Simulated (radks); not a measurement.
# Er²⁹⁺ in [Kr] 4d3: an all-electron calculation

An exercise on one series of results from a longer session: the logs are not shown, and one member is left open.

Method: scalar-relativistic Kohn-Sham, r2SCAN, spin-unpolarised, spherical densities, finite nucleus. Code: radks (a radial shooting solver on a logarithmic mesh, Libxc functionals) version 1.

### The atom as given

```
element            : erbium (Z = 68)
charge             : +29
electrons          : 39
configuration      : [Kr] 4d3
nuclear rms radius : 5.2516 fm
```

Outer shells as boxes (Hund's rule):

Er²⁹⁺
```
[Kr] core
4d [↑ ][↑ ][↑ ][  ][  ]
```

Set-up of the first run:

Settings of this run:

```text
Z 68
configuration [Kr] 4d3 5s0 5p0 4f0 5d0
relativity scalar-relativistic
functional r2scan,r2scan
spin unpolarised
nucleus finite rms 5.2516 fm
c 137.035999084
```

The run is started by

```
python run_ks.py task.json out
```

All runs below come from this command, one after another.

One table of the session follows, with a row left open; its other results are not shown here.

It belongs to the step «Shells». Sizes of the orbitals, from the radial functions (bohr):

| level | <r> | outermost maximum (interpolated) | 90 % within | nodes |
| --- | --- | --- | --- | --- |
| 1s | 0.02037 | 0.0129 | 0.0369 | 0 |
| 2s | 0.08642 | 0.0732 | 0.134 | 1 |
| 2p | ? | ? | ? | ? |
| 3s | 0.2234 | 0.206 | 0.327 | 2 |
| 3p | 0.2222 | 0.203 | 0.332 | 1 |
| 3d | 0.2013 | 0.166 | 0.312 | 0 |
| 4s | 0.4673 | 0.453 | 0.661 | 3 |
| 4p | 0.4819 | 0.466 | 0.688 | 2 |
| 4d | 0.4868 | 0.465 | 0.709 | 1 |
| 4f | 0.4648 | 0.401 | 0.693 | 0 |
| 5s | 0.8267 | 0.840 | 1.15 | 4 |
| 5p | 0.8620 | 0.877 | 1.20 | 3 |
| 5d | 0.8985 | 0.918 | 1.27 | 2 |

Q: Estimate the row for 2p from the others.

The run gave: <r>: 0.07670; outermost maximum (interpolated): 0.0596; 90 % within: 0.125; nodes: 0. In the column «<r>» it lies between 1s (0.02037) and 2s (0.08642).

Caveats from the session: Spin polarisation and multiplet splitting are left out.
